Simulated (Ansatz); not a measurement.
**(ClInS)4 cubane (In₄S₄Cl₄): one molecule under many settings**

Aim: run (ClInS)4 cubane (In₄S₄Cl₄) under a spread of inputs, and see what each costs and gives.

The runs use Ansatz 0.2.0, Gaussian basis; the settings change from run to run.

1 further run of the same task is left out (it didn't finish). Runs told in other sessions of the task aren't counted.

## 1. The relaxed structure

An earlier r2SCAN-D4/def2-SVP relaxation fixed the geometry. In takes a core potential in def2 sets; no spin-orbit term is included.

12 atoms, charge 0, spin multiplicity 1.

Atoms are counted from 1 here; the program's logs count them from 0.

Bond lengths: In1–Cl2 2.333 Å, In1–S3 2.562 Å, In1–S6 2.563 Å, In1–S9 2.562 Å, S3–In4 2.562 Å, S3–In10 2.562 Å, In4–Cl5 2.333 Å, In4–S6 2.562 Å, In4–S12 2.562 Å, S6–In7 2.562 Å, In7–Cl8 2.333 Å, In7–S9 2.562 Å, In7–S12 2.562 Å, S9–In10 2.562 Å, In10–Cl11 2.333 Å, In10–S12 2.562 Å. Angles: Cl2–In1–S3 120.9°, Cl2–In1–S6 120.7°, Cl2–In1–S9 120.9°, S3–In1–S6 96.1°, S3–In1–S9 96.1°, S6–In1–S9 96.1°, In1–S3–In4 83.6°, In1–S3–In10 83.6°, In4–S3–In10 83.6°, S3–In4–Cl5 120.7°, S3–In4–S6 96.1°, S3–In4–S12 96.1°, Cl5–In4–S6 120.9°, Cl5–In4–S12 120.8°, S6–In4–S12 96.1°, In1–S6–In4 83.6°, In1–S6–In7 83.6°, In4–S6–In7 83.6° and more.

As a file:

```mol
Cl4In4S4
  3D, bonds by distance, orders not assigned

 12 16  0  0  0  0  0  0  0  0999 V2000
    0.5622    1.8655   -0.7595 In  0  0
    1.1896    3.9449   -1.6104 Cl  0  0
    1.9073    0.7510    1.1148 S   0  0
    1.5571   -1.3666   -0.2849 In  0  0
    3.2959   -2.8896   -0.5986 Cl  0  0
    0.4573   -0.1944   -2.2802 S   0  0
   -1.7097   -0.6725   -0.9990 In  0  0
   -3.6178   -1.4202   -2.1133 Cl  0  0
   -1.7371    1.5252    0.3183 S   0  0
   -0.4098    0.1733    2.0434 In  0  0
   -0.8674    0.3652    4.3228 Cl  0  0
   -0.6275   -2.0819    0.8468 S   0  0
  1  2  8  0
  1  3  8  0
  1  6  8  0
  1  9  8  0
  3  4  8  0
  3 10  8  0
  4  5  8  0
  4  6  8  0
  4 12  8  0
  6  7  8  0
  7  8  8  0
  7  9  8  0
  7 12  8  0
  9 10  8  0
 10 11  8  0
 10 12  8  0
M  END
```

## 2. wB97X/def2-mTZVP

Set apart from the defaults: the search for lower states set to light.

in.yaml reads:

```yaml
crystal:
  periodic: [false, false, false]
  atoms:
    - {symbol: In, position_ang: [0.562202, 1.865529, -0.759540]}
    - {symbol: Cl, position_ang: [1.189603, 3.944905, -1.610449]}
    - {symbol: S, position_ang: [1.907258, 0.751049, 1.114792]}
    - {symbol: In, position_ang: [1.557095, -1.366592, -0.284926]}
    - {symbol: Cl, position_ang: [3.295913, -2.889609, -0.598630]}
    - {symbol: S, position_ang: [0.457253, -0.194399, -2.280177]}
    - {symbol: In, position_ang: [-1.709704, -0.672519, -0.999030]}
    - {symbol: Cl, position_ang: [-3.617800, -1.420178, -2.113293]}
    - {symbol: S, position_ang: [-1.737114, 1.525168, 0.318279]}
    - {symbol: In, position_ang: [-0.409792, 0.173342, 2.043447]}
    - {symbol: Cl, position_ang: [-0.867385, 0.365242, 4.322765]}
    - {symbol: S, position_ang: [-0.627529, -2.081937, 0.846761]}
basis:
  gaussian: {orbitals: def2-mTZVP}
hamiltonian: {xc: {name: wB97X}}
scf: {lower_state_search: light}
output: {forces: true}
```

Command:

```console
> ansatz run in.yaml --threads 2 --pin off --events-out ev --progress --plain --max-ram 32768MiB --backend cuda --devices 0, --max-vram 18GiB
```

The log of the run, shortened:

```text
Functional definition: wB97X
  name "wB97X"
  cite "Chai & Head-Gordon, J. Chem. Phys. 128, 084106 (2008) doi:10.1063/1.2834918"
  cite "Becke, J. Chem. Phys. 107, 8554 (1997) doi:10.1063/1.475007"
[...]
  # The coefficients of nought are those of the uniform gas.
[...]
      + exact_x_lr(omega)
[...]
      + integral(e_c_pw_opposite_spin*poly(b97_u_opposite, 1, cos1, cos2, cos3, cos4))
3248 factors; integrals over basis functions are off by at most 4.0e-4 eV
779 factors; integrals over basis functions are off by at most 5.0e-6 eV
[...]
mean field -114148.23992598 eV, -4194.8704448237 hartree, gradient 2.6e-5 eV, S^2 0.000000; 0 other end points of the search recorded, 0 dependent functions left out
[...]
reference -114148.23985202 eV, -4194.8704421057 hartree; 108, 108 occupied and 212, 212 virtual orbitals, 3248 factors
Total energy: -114148.23985202 eV, -4194.8704421057 hartree
Atom 0 at     0.562202     1.865529    -0.759540 Å, force    -0.001939    -0.008289     0.002342 eV/Å
Atom 1 at     1.189603     3.944905    -1.610449 Å, force    -0.096935    -0.320509     0.132483 eV/Å
Atom 2 at     1.907258     0.751049     1.114792 Å, force    -0.562436    -0.221368    -0.328448 eV/Å
Atom 3 at     1.557095    -1.366592    -0.284926 Å, force    -0.006136     0.006374     0.001610 eV/Å
Atom 4 at     3.295913    -2.889609    -0.598630 Å, force    -0.269060     0.234715     0.047175 eV/Å
Atom 5 at     0.457253    -0.194399    -2.280177 Å, force    -0.134916     0.056397     0.673937 eV/Å
Atom 6 at    -1.709704    -0.672519    -0.999030 Å, force     0.007615     0.003382     0.003599 eV/Å
Atom 7 at    -3.617800    -1.420178    -2.113293 Å, force     0.294706     0.114603     0.171925 eV/Å
Atom 8 at    -1.737114     1.525168     0.318279 Å, force     0.512007    -0.450031    -0.093992 eV/Å
Atom 9 at    -0.409792     0.173342     2.043447 Å, force     0.001655     0.000169    -0.009269 eV/Å
Atom 10 at    -0.867385     0.365242     4.322765 Å, force     0.070809    -0.029266    -0.352116 eV/Å
Atom 11 at    -0.627529    -2.081937     0.846761 Å, force     0.184630     0.613822    -0.249246 eV/Å
Dipole moment:    -0.000239    -0.000296     0.000122 e Å
```

It took 7 s on 1 × H100 (card shared with other runs) with 2 threads of AMD EPYC 7R13, shared host; peak host memory 1.5 GiB.

Largest force 0.690 eV/Å, dipole 0.00 D.

## 3. B2PLYP/def2-SVPD

This run has charge +1, multiplicity 2.

in.yaml: that of step 2 with these lines changed.

```diff
@@ -16,5 +16,6 @@
 basis:
-  gaussian: {orbitals: def2-mTZVP}
-hamiltonian: {xc: {name: wB97X}}
-scf: {lower_state_search: light}
-output: {forces: true}
+  gaussian: {orbitals: def2-SVPD}
+total_charge: 1
+magnetization: {spin_polarized: true, initial_magnetization: 1}
+hamiltonian: {xc: {name: B2PLYP}}
+scf: {omitted_lower_state_checks: [starts]}
```

Launched as before.

The log of the run, shortened:

```text
Functional definition: B2PLYP
  name "B2PLYP"
  cite "Grimme, J. Chem. Phys. 124, 034108 (2006) doi:10.1063/1.2148954"
  cite "Becke, Phys. Rev. A 38, 3098 (1988) doi:10.1103/PhysRevA.38.3098"
  cite "Lee, Yang & Parr, Phys. Rev. B 37, 785 (1988) doi:10.1103/PhysRevB.37.785"
[...]
3664 factors; integrals over basis functions are off by at most 2.3e-4 eV
[...]
mean field -114031.07871281 eV, -4190.5648496547 hartree, gradient 2.1e-7 eV, S^2 0.788171; 0 other end points of the search recorded, 0 dependent functions left out
56 core orbitals not correlated: weight in the atoms' cores, before any rotation towards them, 1.000 or more for the frozen orbitals, at most 0.000 for the correlated occupied ones
reference -114031.07895724 eV, -4190.5648586372 hartree; 52, 51 occupied and 236, 237 virtual orbitals, 3664 factors
second order -51.16780520 eV of doubles, -0.00000000 eV of singles
Total energy: -114044.89426465 eV, -4191.0725618200 hartree
Checks for a lower state left out: starts
```

It took 15 s on 1 × H100 (card shared with other runs) with 2 threads of AMD EPYC 7R13, shared host; peak host memory 2.3 GiB.

⟨S²⟩ 0.788.

## 4. MP2/def2-TZVPP

This run has charge +1, multiplicity 2, atoms shaken by 0.08 Å, density fitting with def2-universal-jkfit.

in.yaml reads:

```yaml
crystal:
  periodic: [false, false, false]
  atoms:
    - {symbol: In, position_ang: [0.568896, 1.941384, -0.766374]}
    - {symbol: Cl, position_ang: [1.184905, 4.028545, -1.759624]}
    - {symbol: S, position_ang: [1.954985, 0.587882, 1.154143]}
    - {symbol: In, position_ang: [1.559960, -1.311107, -0.491113]}
    - {symbol: Cl, position_ang: [3.274670, -2.941031, -0.600515]}
    - {symbol: S, position_ang: [0.481800, -0.255060, -2.279258]}
    - {symbol: In, position_ang: [-1.686499, -0.522326, -1.013881]}
    - {symbol: Cl, position_ang: [-3.680940, -1.452687, -2.105436]}
    - {symbol: S, position_ang: [-1.682057, 1.543915, 0.390199]}
    - {symbol: In, position_ang: [-0.472219, 0.125390, 1.994590]}
    - {symbol: Cl, position_ang: [-1.047217, 0.264485, 4.309266]}
    - {symbol: S, position_ang: [-0.758843, -2.087767, 0.842389]}
basis:
  gaussian: {orbitals: def2-TZVPP, fitting: {mean_field: def2-universal-jkfit}}
total_charge: 1
magnetization: {spin_polarized: true, initial_magnetization: 1}
hamiltonian: {xc: {name: HF}}
correlation: {method: mp2}
scf: {omitted_lower_state_checks: [starts]}
```

Same command.

The log of the run:

```text
Functional definition: HF
  name "HF"
  cite "Fock, Z. Phys. 61, 126 (1930) doi:10.1007/BF01340294"
  parent pbe
  exchange = exact_x
  correlation = 0
these checks for a lower state are left out or cut short: starts
1896 factors; integrals over basis functions are off by at most 1.4e0 eV
mean field evaluation 1: about -113881.6143 eV, gradient 2.8e1 eV
mean field evaluation 2: about -113885.7399 eV, gradient 1.8e1 eV
mean field evaluation 4: about -113887.4616 eV, gradient 2.1e0 eV
mean field evaluation 8: about -113887.5913 eV, gradient 4.1e-1 eV
mean field -113887.64075535 eV, -4185.2936019436 hartree, gradient 1.4e-6 eV, S^2 0.790401; 0 other end points of the search recorded, 0 dependent functions left out
56 core orbitals not correlated: weight in the atoms' cores, before any rotation towards them, 1.000 or more for the frozen orbitals, at most 0.000 for the correlated occupied ones
reference -113887.64075535 eV, -4185.2936019436 hartree; 52, 51 occupied and 428, 429 virtual orbitals, 1896 factors
second order -68.78946749 eV of doubles, -0.00000000 eV of singles
Total energy: -113956.43022284 eV, -4187.8215682469 hartree
Checks for a lower state left out: starts
```

It took 4.6 s on 1 × H100 (card shared with other runs) with 2 threads of AMD EPYC 7R13, shared host; peak host memory 1.1 GiB.

⟨S²⟩ 0.790.

## 5. All runs side by side

| level | charge | multiplicity | geometry | functions | energy (eV) | time |
| --- | --- | --- | --- | --- | --- | --- |
| wB97X/def2-mTZVP | 0 | 1 | relaxed | 320 | -114148.240 | 7 s |
| B2PLYP/def2-SVPD | 1 | 2 | relaxed | 344 | -114044.894 | 15 s |
| MP2/def2-TZVPP | 1 | 2 | shaken | 536 | -113956.430 | 4.6 s |

## 6. What came out

| quantity | value |
| --- | --- |
| runs | 3 |
| quickest | MP2/def2-TZVPP, 4.6 s |
| slowest | B2PLYP/def2-SVPD, 15 s |

**Reading.** The runs differ in state or geometry as well as level, so their energies can't be set against each other. Run time spans a factor of 3, from MP2/def2-TZVPP to B2PLYP/def2-SVPD. The jobs differ in tasks and options as well as level. At the r2SCAN-D4/def2-SVP geometry and in the same state, the sound runs without point charges leave forces up to 0.69 eV/Å (wB97X/def2-mTZVP).
